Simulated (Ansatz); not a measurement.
# InH2F (SMILES [H][In]([H])[F]): levels of theory compared

We compute a comparison of 6 runs (HF/STO-3G, B2PLYP/STO-3G, UB3LYP/STO-3G, UPBE0/STO-3G, wB97X/STO-3G, CCSDTQ/STO-3G) of InH2F. 

The calculation is run with Ansatz 0.2.0.

58 further runs of the same task are left out: 2 that didn't finish, 56 set aside as unsound or not needed.

## (1) The system as given

The species is InH2F (4 atoms), meant as a singlet with charge 0. SMILES: `[H][In]([H])[F]`. The H3–In1 distance was set to 4.229 Å, away from the relaxed value. At this shape a bond of the SMILES string is far longer than usual.

Bond lengths: In1–F4 1.946 Å, In1–H2 1.693 Å. Angles: H2–In1–F4 114.4°.

## (2) The energy at HF/STO-3G (run 1)

Input file in.yaml:

```yaml
crystal:
  periodic: [false, false, false]
  atoms:
    - symbol: In
      position_ang: [1.510111, -1.970687, 0.027815]
    - symbol: H
      position_ang: [3.192131, -2.161787, 0.041585]
    - symbol: H
      position_ang: [-0.891440, 1.509340, -0.018860]
    - symbol: F
      position_ang: [0.511991, -3.640927, 0.033465]
basis:
  gaussian:
    orbitals: STO-3G
total_charge: 0
hamiltonian:
  xc: hf
accuracy: high
```

Launch:

```console
ansatz run in.yaml --threads 1 --pin off --max-ram 2610MiB --events-out events.jsonl --progress --plain --runs-dir runs
```

Output:

```text
Warning: RAYON_NUM_THREADS=1 ignored (pool sized by the plan → 1); use --threads N
Functional definition: HF
  name "HF"
  exchange = exact_x
  correlation = 0
608 factors; integrals over basis functions are off by at most 4.9e-9 eV
mean field evaluation 1: about -157322.1418 eV, gradient 2.0e1 eV
mean field evaluation 2: about -157322.1706 eV, gradient 2.0e1 eV
mean field evaluation 4: about -157324.9960 eV, gradient 6.4e0 eV
mean field evaluation 8: about -157328.6023 eV, gradient 6.1e-1 eV
mean field evaluation 16: about -157328.6003 eV, gradient 1.8e-8 eV
mean field -157328.60026517 eV, -5781.7194185895 hartree, gradient 2.0e-8 eV, S^2 0.000000; 1 other end points of the search recorded, 0 dependent functions left out
reference -157328.60026517 eV, -5781.7194185895 hartree; 30, 30 occupied and 4, 4 virtual orbitals, 608 factors
Total energy: -157328.60026517 eV, -5781.7194185895 hartree
```

It took 0.46 s on 1 thread of Arm Neoverse V2, shared host.

## (3) A single-point energy at B2PLYP/STO-3G (run 2)

Input file molecule.yaml:

```yaml
crystal:
  periodic: [false, false, false]
  atoms:
    - {symbol: In, position_ang: [1.510111, -1.970687, 0.027815]}
    - {symbol: H, position_ang: [3.192131, -2.161787, 0.041585]}
    - {symbol: H, position_ang: [-0.891440, 1.509340, -0.018860]}
    - {symbol: F, position_ang: [0.511991, -3.640927, 0.033465]}
basis:
  gaussian:
    orbitals: STO-3G
hamiltonian:
  xc: {name: B2PLYP}
correlation:
  frozen_orbitals: {F: 1, H: 0, In: 18}
accuracy: high
```

Launch:

```console
ansatz run molecule.yaml --threads 1 --pin off --max-ram 2610MiB --events-out events.jsonl --progress --plain --runs-dir runs
```

Output, cut to the lines that bear on the results:

```text
Warning: RAYON_NUM_THREADS=1 ignored (pool sized by the plan → 1); use --threads N
Functional definition: B2PLYP
  name "B2PLYP"
[...]
608 factors; integrals over basis functions are off by at most 4.9e-9 eV
[...]
mean field -157378.28301598 eV, -5783.5452260055 hartree, gradient 6.8e-8 eV, S^2 0.000000; 0 other end points of the search recorded, 0 dependent functions left out; unrestricted orbitals would lower it
19 core orbitals not correlated: weight in the atoms' cores, before any rotation towards them, 1.000 or more for the frozen orbitals, at most 0.000 for the correlated occupied ones
reference -157378.28303504 eV, -5783.5452267059 hartree; 11, 11 occupied and 4, 4 virtual orbitals, 608 factors
second order -8.90807262 eV of doubles, -0.00000000 eV of singles
Total energy: -157380.68821464 eV, -5783.6336154262 hartree
```

It took 2 s on 1 thread of Arm Neoverse V2, shared host; peak memory 0.12 GiB.

Runs 3 to 4 aren't shown in full; the table further down has their settings and results.

## (4) The energy at wB97X/STO-3G (run 5)

Input file job.yaml:

```yaml
crystal:
  periodic: [false, false, false]
  atoms:
    - {symbol: In, position_ang: [1.510111, -1.970687, 0.027815]}
    - {symbol: H, position_ang: [3.192131, -2.161787, 0.041585]}
    - {symbol: H, position_ang: [-0.891440, 1.509340, -0.018860]}
    - {symbol: F, position_ang: [0.511991, -3.640927, 0.033465]}
basis:
  gaussian:
    orbitals: STO-3G
total_charge: 0
hamiltonian:
  xc: {name: wB97X}
accuracy: high
```

Launch:

```console
ansatz run job.yaml --threads 1 --pin off --max-ram 2610MiB --events-out events.jsonl --progress --plain --runs-dir runs
```

Output, cut to the lines that bear on the results:

```text
Warning: RAYON_NUM_THREADS=1 ignored (pool sized by the plan → 1); use --threads N
Functional definition: wB97X
  name "wB97X"
[...]
      + exact_x_lr(omega)
[...]
      + integral(e_c_pw_opposite_spin*poly(b97_u_opposite, 1, cos1, cos2, cos3, cos4))
608 factors; integrals over basis functions are off by at most 4.9e-9 eV
136 factors; integrals over basis functions are off by at most 6.3e-10 eV
[...]
mean field -157398.39881561 eV, -5784.2844680072 hartree, gradient 2.4e-8 eV, S^2 0.000000; 0 other end points of the search recorded, 0 dependent functions left out
reference -157398.39881371 eV, -5784.2844679373 hartree; 30, 30 occupied and 4, 4 virtual orbitals, 608 factors
Total energy: -157398.39881371 eV, -5784.2844679373 hartree
```

Wall time 6 s (1 thread of Arm Neoverse V2, shared host); peak memory 0.25 GiB.

## (5) The energy at CCSDTQ/STO-3G (run 6)

Edit molecule.yaml of step 3 so:

```diff
@@ -10,6 +10,7 @@
     orbitals: STO-3G
-hamiltonian:
-  xc: {name: B2PLYP}
 correlation:
+  method: ccsdtq
   frozen_orbitals: {F: 1, H: 0, In: 18}
 accuracy: high
+scf:
+  omitted_lower_state_checks: [cluster_reference, increment]
```

Launch:

```console
ansatz run molecule.yaml --threads 1 --pin off --max-ram 2610MiB --events-out events.jsonl --progress --plain --runs-dir runs
```

Output:

```text
Warning: RAYON_NUM_THREADS=1 ignored (pool sized by the plan → 1); use --threads N
[... 12 lines left out ...]
19 core orbitals not correlated: weight in the atoms' cores, before any rotation towards them, 1.000 or more for the frozen orbitals, at most 0.000 for the correlated occupied ones
[... 50 lines left out ...]
WARN: these amplitudes may be one of several solutions (largest doubles amplitude 0.97, level shift 12.17 eV)
Total energy: -157335.49640360 eV, -5781.9728470024 hartree
Checks for a lower state left out: cluster_reference, increment
```

It took 17 s on 1 thread of Arm Neoverse V2, shared host; peak memory 0.22 GiB.

## (6) All runs side by side

| run | level | frozen core orbitals | energy (Eh) | wall time |
| --- | --- | --- | --- | --- |
| 1 | HF/STO-3G | – | -5781.719419 | 0.46 s |
| 2 | B2PLYP/STO-3G | 19 | -5783.633615 | 2 s |
| 3 | UB3LYP/STO-3G | – | -5784.249385 | 4.8 s |
| 4 | UPBE0/STO-3G | – | -5783.902853 | 4.8 s |
| 5 | wB97X/STO-3G | – | -5784.284468 | 6 s |
| 6 | CCSDTQ/STO-3G | 19 | -5781.972847 | 17 s |

## (7) Summary of results

| quantity | value |
| --- | --- |
| run 6: total energy | -5781.97285 Eh |
| run 6: correlation energy (19 core orbitals frozen) | -253.4 mEh |
| run 6: T1 diagnostic | 0.050 |

What this shows: Totals of different functionals can't be ranked against each other. In runs 2, 6 the log says that unrestricted orbitals would lower the reference, so the values rest on an unstable closed-shell determinant (other closed-shell runs at this shape may share the fault). In runs 1, 2, 3, 4, 5, 6 the basis is minimal, so the values are rough. In runs 1, 2, 3, 4, 5, 6 relativity is left out where basis or elements ask for it. Spin contamination of the reference: run 4 ⟨S²⟩ = 1.00, run 3 ⟨S²⟩ = 1.00. Where it is this large, the reference is a mixture of spin states, and values that rest on it are in doubt. All runs together took 35 s, the longest 17 s.
